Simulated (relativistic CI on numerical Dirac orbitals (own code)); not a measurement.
**Au²⁺: one ion under different settings**

How much do the settings matter for Au²⁺? One ion, several inputs.

The numbers are computed with relativistic CI on numerical Dirac orbitals (own code) version 3 (Dirac-Coulomb-Breit CI, KLI orbitals optimised for each configuration, model QED (radiative potential, 1s self-energy scaled to tabulated hydrogen-like ionisation energies), numerical settings as typed), except any that are marked as measured or tabulated.

## (1) The atom as given

* ion: Au²⁺ (Au III)
* nuclear charge: 79
* electrons: 77
* isotope: A = 197

## (2) The usual input

Settings of the run:

```ini
atom Au  Z=79  charge=2  electrons=77
nucleus A=197  rms_radius_fm=5.4371
hamiltonian dirac-coulomb  breit=on  qed=on  c_scale=1
orbitals kli  potential=per-configuration
slater_scale 1
correlation none
mixing on
grid step=0.0125 r_max=86.5
scf mixing=0.4 start=green max_iterations=150 tolerance=2e-08 node_fill=0.05
configurations
  [Xe] 4f14 5d9
  [Xe] 4f14 5d8 6s
  [Xe] 4f14 5d7 6s2
end
```

On the command line:

```
> python run_levels.py task.json out
```

The settings of every run stand in task.json; they run in order.

## (3) Slater scale 0.5

The settings differ from step 2 so:

```diff
@@ -4,3 +4,3 @@
 orbitals kli  potential=per-configuration
-slater_scale 1
+slater_scale 0.5
 correlation none
```

## (4) Nuclear radius 5.9808, start potential bare

Settings of the run:

```ini
atom Au  Z=79  charge=2  electrons=77
nucleus A=197  rms_radius_fm=5.9808
hamiltonian dirac-coulomb  breit=on  qed=on  c_scale=1
orbitals kli  potential=per-configuration
slater_scale 1
correlation none
mixing on
grid step=0.0125 r_max=86.5
scf mixing=0.4 start=bare max_iterations=150 tolerance=2e-08 node_fill=0.05
configurations
  [Xe] 4f14 5d9
  [Xe] 4f14 5d8 6s
  [Xe] 4f14 5d7 6s2
end
```

## (5) Grid step 0.03, end of the grid 129.75, QED terms off

Settings of the run:

```ini
atom Au  Z=79  charge=2  electrons=77
nucleus A=197  rms_radius_fm=5.4371
hamiltonian dirac-coulomb  breit=on  qed=off  c_scale=1
orbitals kli  potential=per-configuration
slater_scale 1
correlation none
mixing on
grid step=0.03 r_max=129.75
scf mixing=0.4 start=green max_iterations=150 tolerance=2e-08 node_fill=0.05
configurations
  [Xe] 4f14 5d9
  [Xe] 4f14 5d8 6s
  [Xe] 4f14 5d7 6s2
end
```

## (6) End of the grid 21.62

Settings of the run:

```ini
atom Au  Z=79  charge=2  electrons=77
nucleus A=197  rms_radius_fm=5.4371
hamiltonian dirac-coulomb  breit=on  qed=on  c_scale=1
orbitals kli  potential=per-configuration
slater_scale 1
correlation none
mixing on
grid step=0.0125 r_max=21.62
scf mixing=0.4 start=green max_iterations=52 tolerance=2e-08 node_fill=0.05
configurations
  [Xe] 4f14 5d9
  [Xe] 4f14 5d8 6s
  [Xe] 4f14 5d7 6s2
end
```

## (7) Slater scale -1

Settings of the run:

```ini
atom Au  Z=79  charge=2  electrons=77
nucleus A=197  rms_radius_fm=5.4371
hamiltonian dirac-coulomb  breit=on  qed=on  c_scale=1
orbitals kli  potential=per-configuration
slater_scale -1
correlation none
mixing on
grid step=0.0125 r_max=86.5
scf mixing=0.4 start=green max_iterations=63 tolerance=2e-08 node_fill=0.05
configurations
  [Xe] 4f14 5d9
  [Xe] 4f14 5d8 6s
  [Xe] 4f14 5d7 6s2
end
```

(Steps that only read results are left out.)

Q: Predict the outcome of this session. Wanted: lowest level, usual settings; total energy; first excitation.

As calculated:

| setting | total energy less usual (Ha) | largest shift of a level among the lowest eight of both runs, same label and place (cm⁻¹) | SCF iterations | time | lowest level | kind of change |
| --- | --- | --- | --- | --- | --- | --- |
| usual | 0 | 0 | 38 | 0.28 s | 5d9 2D5/2 | - |
| Slater scale 0.5 | 0.00634 | 4970 | 38 | 0.28 s | 5d9 2D5/2 | model term |
| nuclear radius 5.9808, start potential bare | 0.699 | 15.6 | 77 | 0.46 s | 5d9 2D5/2 | unphysical constant |
| grid step 0.03, end of the grid 129.75, QED terms off | -14.8 | 340 | 38 | 0.12 s | 5d9 2D5/2 | model term |
| end of the grid 21.62 | 0 | 0 | 38 | 0.27 s | 5d9 2D5/2 | extreme, harmless here |
| Slater scale -1 | 0.000228 | 1350 | 38 | 0.28 s | 5d9 2D5/2 | unsound |

| quantity | value |
| --- | --- |
| lowest level, usual settings | 5d9 2D5/2 |
| total energy | -18998.0716 Ha |
| first excitation | 11825.4 cm⁻¹ |

What this shows: Among the runs whose levels can be followed, they move most under «Slater scale 0.5» (model term), by up to 4970 cm⁻¹. No visible change in the result comes from «end of the grid 21.62». «Nuclear radius 5.9808, start potential bare» costs 77 SCF iterations against 38. Only the listed configurations are in the model. In a near-neutral ion this small CI can misplace whole configurations by 10,000 cm⁻¹ or more, above all where the count of f electrons changes.
